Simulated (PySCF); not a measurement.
The system is GaAsH6, in a box.

```
Ga As H
1.0
    13.00000    0.00000    0.00000
     0.00000   12.00000    0.00000
     0.00000    0.00000   14.00000
Ga As H
1 1 6
Direct
  0.48590 0.49286 0.39533
  0.55121 0.47074 0.57441
  0.55568 0.39820 0.35216
  0.36955 0.46663 0.41701
  0.52021 0.61790 0.38331
  0.60045 0.56778 0.62548
  0.63245 0.38560 0.59894
  0.47668 0.43987 0.65269
```

Base run:

| Property | Result |
| --- | --- |
| Program | PySCF 2.14.0 |
| Functional | LDA |
| Potentials or basis | pob-tzvp-rev2 (all-electron) |
| k mesh | 1 × 1 × 1 |
| Occupations | fixed |
| Spin | no spin polarisation |

Its results: gap between the frontier levels 5.71 eV.

Question: The run is repeated on the same cell with these changes: functional from LDA to PBE. What comes out?

Answer: Gap between the frontier levels 5.81 eV.

Caveats: this is a molecule in a periodic box at the Γ point, so its band gap is the HOMO-LUMO gap; relativity is left out, which matters for the heavier elements; the basis of atomic orbitals isn't converged, which shifts pressures, moduli and gaps.

